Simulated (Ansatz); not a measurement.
Write the native input for Ansatz 0.2.0 that does the following.

* Task: phonons
* Functional: PBEsol
* Potentials or basis: Ansatz PAW
* Cutoff: 420 eV (not typed: the program's choice for these potentials)
* k mesh: 6 × 6 × 6
* Occupations: fixed
* Spin: no spin polarisation

Crystal: GaF.

```
Ga F
1.0
     3.16592    0.00000    0.00000
     0.00000    3.16592    0.00000
     0.00000    0.00000    3.16592
Ga F
1 1
Direct
  0.00000 0.00000 0.00000
  0.50000 0.50000 0.50000
```

The cell was built by a generator and needn't be a form met in nature.

One way to write it, as run:

input.yaml

```yaml
crystal:
  lattice:
    - [3.16592, 0.0, 0.0]
    - [0.0, 3.16592, 0.0]
    - [0.0, 0.0, 3.16592]
  atoms:
    - { symbol: Ga, position: [0.0, 0.0, 0.0] }
    - { symbol: F, position: [0.5, 0.5, 0.5] }
hamiltonian:
  xc: pbesol
  pseudopotentials: { kind: paw }
kpoints:
  mp_grid: { grid: [6, 6, 6] }
scf:
  occupations: { method: fixed }
phonons:
  method: dfpt
  dielectric: true
  rigid_motions: translations
```

Potentials or basis: Ansatz PAW.

The run is started by

```console
$ ansatz run input.yaml --threads 2 --pin off --max-ram 5632MiB --backend cpu --events-out ev --progress --plain --runs-dir out
```

It gave:

- Band gap on the k mesh: 0.23 eV, indirect (least direct gap 1.02 eV)
- Electronic dielectric tensor (diagonal): 7.78
- Born charges (mean of the diagonal): Ga +2.21; F -2.21 e
- Highest phonon frequency at Γ, LO-TO splitting left out: 0 cm⁻¹
- Most unstable mode: 148i cm⁻¹

Caveat: some modes are imaginary; the gap is small at this level, which inflates the dielectric constant.

Wall time 19 s on 2 threads of Arm Neoverse V2 (shared host), peak memory 0.42 GiB.
